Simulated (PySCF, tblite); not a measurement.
# C6H10OSSi: geometry, infrared bands and NMR shifts

What infrared bands and NMR shifts should C6H10OSSi (`C[SiH2]c1coc(SC)c1`) show?

Computed with tblite 0.8.0 and PySCF 2.14.0, with density-fitted response routines of our own, on a single molecule in the gas phase. Atoms are numbered from 0 throughout.

## (1) Starting geometry

19 atoms, charge 0, multiplicity 1; geometry from: force field or distance geometry start.

Bonds of the start (Å): C0–Si1 1.88, Si1–C2 1.85, C2–C3 1.37, C3–O4 1.32, O4–C5 1.33, C5–S6 1.79, S6–C7 1.81, C5–C8 1.39, C8–C2 1.39, C0–H9 1.11, C0–H10 1.11, C0–H11 1.12, Si1–H12 1.45, Si1–H13 1.47, C3–H14 1.09, C7–H15 1.12, C7–H16 1.11, C7–H17 1.10, C8–H18 1.08.

## (2) Optimising the geometry with GFN2-xTB

Job settings and geometry (Å):

```
{"job": {"kind": "relax", "xc": "GFN2-xTB", "basis": "xTB"}, "charge": 0, "multiplicity": 1}
C     -3.503700    -0.713300    -0.386400
Si    -2.181700     0.392300    -1.144900
C     -0.628700     0.244600    -0.145600
C     -0.390400     0.967100     0.998700
O      0.798900     0.622000     1.467500
C      1.362500    -0.278900     0.665400
S      2.987800    -0.982900     0.940100
C      4.208300     0.065400     0.101900
C      0.483800    -0.550300    -0.375200
H     -3.031000    -1.553700     0.159300
H     -4.198600    -1.049800    -1.182200
H     -4.029700    -0.131200     0.410200
H     -1.980800     0.001000    -2.531100
H     -2.706500     1.767900    -1.059200
H     -1.088100     1.677900     1.442300
H      4.081100    -0.104300    -0.994900
H      3.970000     1.123800     0.358600
H      5.197200    -0.249300     0.474500
H      0.639600    -1.238900    -1.191300
```

Started as:

```console
$ OMP_NUM_THREADS=1 python probes_run.py task.json out
```

This one command runs all jobs of the session in turn.

**Question.** This job is followed by: GFN2-xTB harmonic vibrations, gas phase; GIAO PBE0/pcSseg-1 NMR shielding, non-relativistic, gas phase. Predict these results of the whole session: strongest single infrared mode (GFN2-xTB); zero-point energy (GFN2-xTB); 13C shifts against TMS (PBE0/pcSseg-1); 1H shifts against TMS (PBE0/pcSseg-1, means over atoms taken as alike); 29Si shifts against TMS (PBE0/pcSseg-1); 17O shifts against H2O (PBE0/pcSseg-1); 33S shifts against CS2 (PBE0/pcSseg-1).

The runs gave:

| quantity | value |
| --- | --- |
| strongest single infrared mode (GFN2-xTB) | 2210 cm⁻¹, 395 km/mol |
| zero-point energy (GFN2-xTB) | 87.3 kcal/mol |
| 13C shifts against TMS (PBE0/pcSseg-1) | 156.1, 151.5, 122.4, 113.1, 17.9, -4.9 ppm |
| 1H shifts against TMS (PBE0/pcSseg-1, means over atoms taken as alike) | 7.44, 6.33, 4.65, 2.57, 0.33 ppm |
| 29Si shifts against TMS (PBE0/pcSseg-1) | -56.2 ppm |
| 17O shifts against H2O (PBE0/pcSseg-1) | 308.5 ppm |
| 33S shifts against CS2 (PBE0/pcSseg-1) | -1 ppm |

In words: Over 173 steps the energy fell by 0.504 eV; of the close pairs, C5–S6 changed most, 1.792 to 1.750 Å. No mode is imaginary among the 51: a minimum at this level. The strongest single mode, at 2210 cm⁻¹, moves mainly H12. Unscaled tight-binding wavenumbers are off by several per cent, some by more. Its intensities can rank the bands wrongly. At PBE0/pcSseg-1: The widest tensor belongs to S6: span 475 ppm, with a paramagnetic part of -551 ppm. NICS(1)zz of -24 ppm above the planar ring from C2 marks a diatropic (aromatic) ring current.
